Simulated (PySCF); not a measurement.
# CH6BBrSi: the cost of one run

Computed with PySCF 2.14.0 and routines of our own; the level stands in each step. Atoms count from 0.

## Step 1: The starting structure

10 atoms, charge 0, multiplicity 1; geometry from: GFN2-xTB.

## Step 2: Relaxing the molecule at PBE0-D3(BJ)/def2-SVP

What the job is given:

```
{"job": {"xc": "PBE0", "basis": "def2-SVP", "d3": "d3bj", "grid": 1, "maxiter": 30, "shake": 0.01, "kind": "geom"}, "charge": 0, "multiplicity": 1}
Si    -1.280630     0.308530     0.201580
C      0.253120    -0.439120    -0.638740
B      1.450850    -0.275440     0.296380
Br     2.499400     1.317360     0.293700
H     -1.552240    -0.347140     1.462590
H     -1.085750     1.767810     0.419920
H     -2.403800     0.117430    -0.727940
H      0.030920    -1.469350    -0.858610
H      0.367470     0.093420    -1.569070
H      1.771100    -1.094420     1.099140
```

On the command line:

```
$ OMP_NUM_THREADS=1 python heavy_run.py task.json out
```

This one command runs all jobs of the session in turn.

Q: Estimate the wall time and peak memory of this first job on 1 thread of Intel Xeon Platinum 8488C, shared host.

About 26 s, with a peak of 0.46 GiB.
